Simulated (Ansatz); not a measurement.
## TaN, space group P-6m2: a phonon calculation by linear response, step by step

With the Ansatz DFT code, driven from Python.

`POSCAR_tan`
```text
TaN
1.0
   2.93800000    0.00000000    0.00000000
  -1.46900000    2.54438264    0.00000000
   0.00000000    0.00000000    2.88300000
Ta N
1 1
Direct
   0.33333333    0.66666667    0.50000000
   0.00000000    0.00000000    0.00000000
```

Notebook, run cell by cell (the value of a cell's last expression is shown):

**Cell 1**
```python
from pathlib import Path

import ansatz as az
from ase.io import read
import numpy as np
```

**Cell 2**
```python
atoms = read('POSCAR_tan', format='vasp')
xtal = az.Crystal.from_ase(atoms)
```

**Cell 3**
```python
xtal.resolved().tree()['lattice']
```
Output:
```text
((2.938, 0.0, 0.0), (-1.469, 2.54438264, 0.0), (0.0, 0.0, 2.883))
```

**Cell 4**
```python
calculation = (
    xtal.calculation()
    .functional('LDA')
    .occupations(az.OccupationsMethod.FERMI_DIRAC)  # fractional filling near the Fermi level
    .kpoints(12, 12, 10)
    .phonons('dfpt')
)
done = calculation.run(threads=1, backend='cpu', runs_dir='runs')
ph = done.phonons
```
Output:
```text
DeckWarning: basis.ecutwfc = 420 eV, auto-derived from the records' recommended cutoffs: set by Ta (normal level)
```

**Cell 5**
```python
print('Gamma modes (1/cm):', ' '.join(f'{w:.1f}' for w in ph.gamma_omega_inv_cm))
print('in meV:', ' '.join(f'{w * 0.1239842:.2f}' for w in ph.gamma_omega_inv_cm))
```
Output:
```text
Gamma modes (1/cm): 0.0 0.0 0.0 513.9 513.9 526.7
in meV: 0.00 0.00 0.00 63.71 63.71 65.31
```

Caveats:
- No spin polarisation was allowed.
- The cell isn't relaxed first, so the values belong to this volume.
- The mesh is modest for a metal, so energies can be off by several to tens of meV an atom and pressures by half a GPa or more; differences at equal mesh fare better.
- Spin-orbit coupling, which matters for elements this heavy, is left out.
- The structure is a deposited one; some such entries were measured under pressure or heat, so a shift against it needn't be the functional's error alone.
- Warnings are shown shortened and without file and line.
- The structure is taken as given; imaginary modes can come from an unrelaxed or unstable start. Phonons of metals also depend on mesh and smearing.
- Processor time in the engine: 28 s on 1 thread of Intel(R) Xeon(R) Processor @ 2.30GHz, with other jobs on the host, peak memory 0.74 GiB.
